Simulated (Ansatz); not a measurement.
# SiGeHO+ (triplet): from Hartree-Fock to the top rungs, cc-pVDZ

An exercise on one series of results from a longer session: the logs are not shown, and one member is left open.

The runs use Ansatz 0.2.0, Gaussian basis; cc-pVDZ, core rule «outside noble gas», up to 20 orbitals frozen.

To be run: UHF; CCSD(T) on ROHF; CCSD(T) on UHF; BCCD(T) on ROHF; CISD; CCSDT(Q) on ROHF; CCSDT(Q) on UHF; CASSCF and NEVPT2, 10 electrons in 10 orbitals.

22 further runs of the same task are left out: 9 that didn't finish, 13 set aside as unsound or not needed.

### The system

The geometry is a PBE0/def2-TZVP stationary point (not a proven minimum) of the parent state, kept for this charge and spin. No spin-orbit coupling is included. The filled d shell of Ge may be among the frozen orbitals whatever the setting's name suggests; the logs give the count.

4 atoms, charge 1, spin multiplicity 3.

Atoms are counted from 1 here; the program's logs count them from 0.

Bond lengths: Ge1–Si2 2.398 Å, Si2–O3 1.648 Å, O3–H4 0.961 Å. Angles: Ge1–Si2–O3 111.2°, Si2–O3–H4 119.3°.

Set-up of the first run:

Input file in.yaml:

```yaml
crystal:
  periodic: [false, false, false]
  atoms:
    - {symbol: Ge, position_ang: [0.000000, -0.086975, 1.033304]}
    - {symbol: Si, position_ang: [0.000000, 0.623522, -1.256992]}
    - {symbol: O, position_ang: [0.000000, -0.667282, -2.281334]}
    - {symbol: H, position_ang: [0.000000, -0.513860, -3.230336]}
basis:
  gaussian: {orbitals: cc-pVDZ}
total_charge: 1
magnetization: {spin_polarized: true, initial_magnetization: 2}
hamiltonian: {xc: hf}
output: {orbitals: {seedname: orbitals}}
```

Started as:

```bash
> ansatz run in.yaml --threads 1 --pin off --events-out ev --progress --plain --max-ram 2393MiB
```

Among the steps run: UHF; CCSD(T) on ROHF; CCSD(T) on UHF; BCCD(T) on ROHF; CISD; CCSDT(Q) on ROHF; CCSDT(Q) on UHF; CASSCF and NEVPT2, 10 electrons in 10 orbitals.

One table of the session follows, with a row left open; its other results are not shown here.

| method | from UCCSDT(Q) (kcal/mol) |
| --- | --- |
| ROHF | +221.96 |
| UHF | +216.69 |
| RMP2 | +28.08 |
| UMP2 | +29.11 |
| CISD | ? |
| RCCSD | +9.02 |
| UCCSD | +8.79 |
| RCCSD(T) | +1.97 |
| UCCSD(T) | +1.93 |
| BCCD(T) | +1.87 |
| RCCSDT | +0.90 |
| UCCSDT | +0.79 |
| RCCSDT(Q) | +0.22 |
| UCCSDT(Q) | 0 |

Estimate the missing values for CISD.

As computed: from UCCSDT(Q) (kcal/mol): +32.00. In the column «from UCCSDT(Q) (kcal/mol)» it lies between UMP2 (+29.11) and UHF (+216.69).

Left out of the table: CASSCF frontier, NEVPT2 frontier (the active space lost an orbital or holds another state than full CI finds).

To keep in mind: Restricted and unrestricted rows rest on different reference determinants; where their highest levels disagree by more than a few hundredths of an eV, they describe different states and don't form one ladder. Warnings in the runs' records: passed over end.
